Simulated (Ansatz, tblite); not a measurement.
# K₄I₄: one state, many levels

Aim: run the singlet of K₄I₄ at one geometry on many levels, and compare frontier levels, spin and run time.

Computed with Ansatz 0.2.0, Gaussian basis. Level: as each input shows.

The runs, in order: GFN1-xTB, GFN2-xTB, PBE-D4/def2-TZVP, r2SCAN-D4/def2-TZVP, BHLYP-D4/def2-TZVP, BLYP-D4/def2-TZVP, r2SCANh-D4/def2-TZVP, PBE-D4/def2-SVP, PBE0-D4/def2-SVP, MP2/def2-TZVP, RPA/def2-TZVP.

2 further runs of the same task are left out: 2 set aside as unsound or not needed. Runs told in other sessions of the task aren't counted.

### Step 1. The structure

The geometry is that of the singlet, from an earlier relaxation (r2SCAN-D4/def2-SVP).

8 atoms, charge 0, spin multiplicity 1.

Bond lengths: I1–K5 3.319 Å, I1–K6 3.397 Å, I1–K8 3.483 Å, I2–K6 3.342 Å, I2–K7 3.248 Å, I3–K6 3.483 Å, I3–K7 3.318 Å, I3–K8 3.395 Å, I4–K5 3.248 Å, I4–K8 3.341 Å. Angles: K5–I1–K6 167.8°, K5–I1–K8 81.2°, K6–I1–K8 86.8°, K6–I2–K7 84.5°, K6–I3–K7 81.3°, K6–I3–K8 86.8°, K7–I3–K8 168.1°, K5–I4–K8 84.5°, I1–K5–I4 99.6°, I1–K6–I2 172.2°, I1–K6–I3 93.2°, I2–K6–I3 94.6°, I2–K7–I3 99.6°, I1–K8–I3 93.2°, I1–K8–I4 94.6°, I3–K8–I4 172.0°.

I takes a core potential in the def2 sets. No spin-orbit coupling is included.

PBE0-D4/def2-TZVP was run before; its log isn't repeated, and its numbers join the tables.

### Step 2. GFN1-xTB

Tight binding, by tblite at 300 K electronic temperature and without a spin-polarisation term:

```python
tblite.interface.Calculator('GFN1-xTB', numbers, positions, charge=0, uhf=0).singlepoint()
```

Energy -475.7860 eV, HOMO -10.34 eV, LUMO -7.29 eV; 0.026 s.

### Step 3. GFN2-xTB

Tight binding, by tblite at 300 K electronic temperature and without a spin-polarisation term:

```python
tblite.interface.Calculator('GFN2-xTB', numbers, positions, charge=0, uhf=0).singlepoint()
```

Energy -448.6103 eV, HOMO -9.71 eV, LUMO -7.11 eV; 0.044 s.

### Step 4. PBE-D4/def2-TZVP

start.molden holds the orbitals of an earlier run on this state, given as this run's starting guess.

in.yaml reads:

```yaml
crystal:
  periodic: [false, false, false]
  atoms:
    - {symbol: I, position_ang: [-1.449132, 1.780650, 0.990495]}
    - {symbol: I, position_ang: [1.994571, 1.467404, -4.774718]}
    - {symbol: I, position_ang: [1.488573, -1.757126, -0.965752]}
    - {symbol: I, position_ang: [-2.028128, -1.487482, 4.753156]}
    - {symbol: K, position_ang: [-3.071705, 1.458068, 3.867602]}
    - {symbol: K, position_ang: [0.351563, 1.409245, -1.865504]}
    - {symbol: K, position_ang: [3.031049, -1.481041, -3.890585]}
    - {symbol: K, position_ang: [-0.316781, -1.389718, 1.885296]}
basis:
  gaussian: {orbitals: def2-TZVP, initial_orbitals: start.molden}
hamiltonian: {xc: pbe, dispersion: d4}
scf: {omitted_lower_state_checks: [starts]}
output: {forces: true, orbitals: {seedname: orbitals}}
```

On the command line:

```sh
$ ansatz run in.yaml --threads 4 --pin off --events-out ev --progress --plain --max-ram 4787MiB
```

Further steps of the session: r2SCAN-D4/def2-TZVP; BHLYP-D4/def2-TZVP; BLYP-D4/def2-TZVP; r2SCANh-D4/def2-TZVP; PBE-D4/def2-SVP; PBE0-D4/def2-SVP; MP2/def2-TZVP; RPA/def2-TZVP.

Q: Predict the results of all the runs planned. Wanted: gap in def2-TZVP, named functionals, smallest and largest; correlation energy, MP2/def2-TZVP; binding an atom, functionals in def2-TZVP; PBE0 total energy, smallest basis above largest.

**Answer**, as computed:

```
                                                 quantity                                  value
gap in def2-TZVP, named functionals, smallest and largest  3.29 eV (BLYP-D4), 6.26 eV (BHLYP-D4)
                        correlation energy, MP2/def2-TZVP                              -72.18 eV
                binding an atom, functionals in def2-TZVP  2.17 (BLYP-D4) to 2.32 eV (r2SCAN-D4)
          PBE0 total energy, smallest basis above largest          9.24 eV (def2-SVP, def2-TZVP)
```

What this shows: Orbital gaps of the named functionals in def2-TZVP span 3.29 eV (BLYP-D4) to 6.26 eV (BHLYP-D4); exact exchange widens it.
